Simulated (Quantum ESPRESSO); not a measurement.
**GaGe under changes of volume**

One of the cells (24.335 Å³/atom); the others are scaled copies at fixed shape and fractional positions:

```
CELL_PARAMETERS angstrom
0.00000 2.89784 2.89784
2.89784 0.00000 2.89784
2.89784 2.89784 0.00000
ATOMIC_POSITIONS crystal
Ge 0.00000 0.00000 0.00000
Ga 0.25000 0.25000 0.25000
```

The cell comes from a database or a generator and needn't be the stable form of this composition.

* Program: Quantum ESPRESSO 7.5
* Functional: LDA
* Potentials or basis: GBRV 1.5 LDA
* Cutoff: 762 eV
* Density cutoff: 6095 eV
* k mesh: 8 × 8 × 8
* Occupations: fermi-dirac, width 0.05 eV
* Spin: no spin polarisation

| volume (Å³/atom) | energy over the lowest point (meV/atom) | pressure (GPa) |
| --- | --- | --- |
| 22.875 | 0.00 | -1.1 |
| 23.361 | ? | ? |
| 23.848 | 13.34 | -3.2 |
| 24.335 | 24.44 | -4.1 |
| 24.821 | 38.03 | -4.9 |
| 25.308 | 53.81 | -5.6 |
| 25.795 | 71.51 | -6.2 |

Q: What does the run at 23.361 Å³/atom give?

A: Energy over the lowest point 5.07 meV/atom; pressure -2.2 GPa.

Worked out: A Birch-Murnaghan fit of order 3 (a polynomial in V^(-2/3)) to the other rows has its minimum at 22.46 Å³/atom, just outside them, with B0 = V·E''(V) = 62 GPa and B' = 4.9. It gives 5.05 meV/atom at 23.361 Å³/atom, against the run's 5.07, and -dE/dV = -2.2 GPa, against -2.2.

Energies are extrapolated to zero smearing.
